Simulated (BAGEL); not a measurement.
**A workflow on GaH3 (SMILES [GaH3])**

Aim: a single-point energy (HF/cc-pVDZ), then the energy (NEVPT2(2,2)/cc-pVDZ), then the energy (CASPT2(2,2)/cc-pVDZ) of GaH3. 

The calculation is run with BAGEL 1.2.2.

1 further run of the same task is left out (set aside as unsound or not needed).

## 1. The molecule

GaH3: 4 atoms, total charge 0, spin state singlet. As SMILES, `[GaH3]`. One bond was lengthened or shortened from a relaxed shape.

Bond lengths: Ga1–H2 1.568 Å, Ga1–H3 1.804 Å, Ga1–H4 1.568 Å. Angles: H2–Ga1–H3 120.0°, H2–Ga1–H4 120.0°, H3–Ga1–H4 120.0°.

## 2. A single-point energy at HF/cc-pVDZ (density fitting with svp-jkfit) (run 1)

Input file input.json:

```json
{ "bagel" : [

{
  "title" : "molecule",
  "basis" : "cc-pvdz.json",
  "df_basis" : "svp-jkfit",
  "geometry" : [
    { "atom" : "Ga", "xyz" : [  0.18564292,  0.38657560, -0.00724710 ] },
    { "atom" : "H", "xyz" : [  2.52701358,  1.06442037,  1.67895552 ] },
    { "atom" : "H", "xyz" : [ -1.04331779, -2.79263727, -0.01833034 ] },
    { "atom" : "H", "xyz" : [ -1.08387510,  2.47207736, -1.68740260 ] }
  ]
},
{ "title" : "hf" },
{ "title" : "print", "file" : "orbitals.molden", "orbitals" : true }

]}
```

The basis set cc-pVDZ is read from a file made from the Basis Set Exchange's data (not shown).

Command:

```bash
$ BAGEL_NUM_THREADS=1 BAGEL input.json > input.out
```

Log:

```text
* using 1 threads per process

  ===============================================================
  ===============================================================

  *** Geometry ***

  { "atom" : "Ga", "xyz" : [      0.185643,      0.386576,     -0.007247 ] },
  { "atom" : "H", "xyz" : [      2.527014,      1.064420,      1.678956 ] },
  { "atom" : "H", "xyz" : [     -1.043318,     -2.792637,     -0.018330 ] },
  { "atom" : "H", "xyz" : [     -1.083875,      2.472077,     -1.687403 ] },

  Number of auxiliary basis functions:      320

  Since a DF basis is specified, we compute 2- and 3-index integrals:
    o Being stored without compression. Storage requirement is 0.005 GB

  Number of basis functions:       42
  Number of electrons      :       34

    * METHOD: MOLECULE                             0.08

  *** RHF ***

  === Nuclear Repulsion ===
    30.5706426450

      * DIIS with orbital gradients will be used.

  === RHF iteration (cc-pvdz.json) ===
      0      -1924.89985598          0.00642818           0.01
      1      -1924.91607626          0.00186783           0.01
      2      -1924.91744311          0.00012277           0.01
      3      -1924.91744759          0.00002488           0.01
      4      -1924.91744780          0.00000427           0.01
      5      -1924.91744781          0.00000065           0.01
      6      -1924.91744781          0.00000007           0.01
      7      -1924.91744781          0.00000001           0.01
    * SCF iteration converged.

    * Permanent dipole moment:
           (   -0.079263,    -0.207824,    -0.001747) a.u.

    * METHOD: HF                                   0.19

    * METHOD: PRINT                                0.01

  ===============================================================
```

It took 0.38 s on 1 thread of Arm Neoverse V1, shared host; peak memory 0.14 GiB.

## 3. The energy at NEVPT2(2,2)/cc-pVDZ (density fitting with svp-jkfit) (run 2)

Input file input.json:

```json
{ "bagel": [

{
  "title": "molecule",
  "basis": "cc-pvdz.json",
  "df_basis": "svp-jkfit",
  "angstrom": false,
  "geometry": [
    { "atom": "Ga", "xyz": [     0.18564292,     0.38657560,    -0.00724710 ] },
    { "atom": "H", "xyz": [     2.52701358,     1.06442037,     1.67895552 ] },
    { "atom": "H", "xyz": [    -1.04331779,    -2.79263727,    -0.01833034 ] },
    { "atom": "H", "xyz": [    -1.08387510,     2.47207736,    -1.68740260 ] }
  ]
},

{ "title": "hf" },

{ "title": "casscf", "nstate": 1, "nact": 2, "nclosed": 16, "active": [17, 19], "maxiter": 200, "natocc": true },

{ "title": "nevpt2", "nstate": 1, "nact": 2, "nclosed": 16, "active": [17, 19], "maxiter": 200, "natocc": true, "ncore": 9 },

{ "title": "print", "file": "orbitals.molden", "orbitals": true }

]}
```

The basis set cc-pVDZ is read from a file made from the Basis Set Exchange's data (not shown).

Command:

```bash
$ BAGEL_NUM_THREADS=1 BAGEL input.json > input.out
```

Log:

```text
* using 1 threads per process

  ===============================================================
  ===============================================================

  *** Geometry ***

  { "atom" : "Ga", "xyz" : [      0.185643,      0.386576,     -0.007247 ] },
  { "atom" : "H", "xyz" : [      2.527014,      1.064420,      1.678956 ] },
  { "atom" : "H", "xyz" : [     -1.043318,     -2.792637,     -0.018330 ] },
  { "atom" : "H", "xyz" : [     -1.083875,      2.472077,     -1.687403 ] },

[... 23 lines left out ...]
    * SCF iteration converged.
[... 1 line left out ...]
    * Permanent dipole moment:
[... 27 lines left out ...]
    * Second-order optimization converged. *
[... 9 lines left out ...]
     * ci vector, state   0, <S^2> = 0.0000
[... 3 lines left out ...]
    * METHOD: CASSCF                               0.63

    * freezing 9 orbitals

  === DF-NEVPT2 calculation ===

    * 3-index integral transformation done
    * assembly done

      NEVPT2 correlation energy:   -0.0805618777      0.02

          (+0)     -0.0581022458
          (+0)'    -0.0025261229
          (+1)     -0.0032684392
          (+1)'    -0.0000000000
          (+2)     -0.0001975186
          (-1)     -0.0086067597
          (-1)'     0.0000000000
          (-2)     -0.0078607914

      NEVPT2 total energy:       -1925.0155871561

    * METHOD: NEVPT2                               0.04

    * METHOD: PRINT                                0.01

  ===============================================================
```

It took 1.1 s on 1 thread of Arm Neoverse V1, shared host; peak memory 0.14 GiB.

## 4. A single-point energy at CASPT2(2,2)/cc-pVDZ (density fitting with svp-jkfit) (run 3)

Input file input.json:

```json
{ "bagel" : [

{
  "title" : "molecule",
  "basis" : "cc-pvdz.json",
  "df_basis" : "svp-jkfit",
  "geometry" : [
    { "atom" : "Ga", "xyz" : [  0.18564292,  0.38657560, -0.00724710 ] },
    { "atom" : "H", "xyz" : [  2.52701358,  1.06442037,  1.67895552 ] },
    { "atom" : "H", "xyz" : [ -1.04331779, -2.79263727, -0.01833034 ] },
    { "atom" : "H", "xyz" : [ -1.08387510,  2.47207736, -1.68740260 ] }
  ]
},
{
  "title" : "hf"
},
{
  "title" : "casscf",
  "nstate" : 1,
  "nact" : 2,
  "nclosed" : 16,
  "active" : [17, 19],
  "maxiter" : 200,
  "natocc" : true
},
{
  "title" : "print",
  "file" : "orbitals.molden",
  "orbitals" : true
},
{
  "title" : "smith",
  "method" : "caspt2",
  "ms" : true,
  "xms" : true,
  "sssr" : true,
  "shift" : 0.2,
  "shift_imag" : true,
  "ncore" : 9
}

]}
```

The basis set cc-pVDZ is read from a file made from the Basis Set Exchange's data (not shown).

Command:

```bash
$ BAGEL_NUM_THREADS=1 BAGEL input.json > input.out
```

Log:

```text
* using 1 threads per process

  ===============================================================
  ===============================================================

  *** Geometry ***

  { "atom" : "Ga", "xyz" : [      0.185643,      0.386576,     -0.007247 ] },
  { "atom" : "H", "xyz" : [      2.527014,      1.064420,      1.678956 ] },
  { "atom" : "H", "xyz" : [     -1.043318,     -2.792637,     -0.018330 ] },
  { "atom" : "H", "xyz" : [     -1.083875,      2.472077,     -1.687403 ] },

[... 25 lines left out ...]
    * Permanent dipole moment:
[... 37 lines left out ...]
     * ci vector, state   0, <S^2> = 0.0000
[... 21 lines left out ...]
       #      aibj      arbs      arbi      airj      risj      airs      arst      rist         Etot      error   time
[... 9 lines left out ...]
      ------------------------------------------------------------------------------------------------------------------

    * CASPT2 energy : state  0    -1925.0184950020
        w/o shift correction      -1925.0177935262
        reference weight              0.9655515517

    * METHOD: SMITH                                0.09

  ===============================================================
```

Run time: 1.1 s. Hardware: 1 thread of Arm Neoverse V1, shared host; peak memory 0.14 GiB.

## 5. Outcome

| quantity | value |
| --- | --- |
| run 1, HF/cc-pVDZ: total energy | -1924.91745 Eh |
| run 1, HF/cc-pVDZ: dipole moment | 0.57 D |
| run 1, HF/cc-pVDZ: HOMO energy | -11.04 eV |
| run 1, HF/cc-pVDZ: LUMO energy | 0.85 eV |
| run 1, HF/cc-pVDZ: HOMO–LUMO gap | 11.89 eV |
| run 2, NEVPT2(2,2)/cc-pVDZ: total energy | -1925.01559 Eh |
| run 3, CASPT2(2,2)/cc-pVDZ: total energy | -1925.01850 Eh |
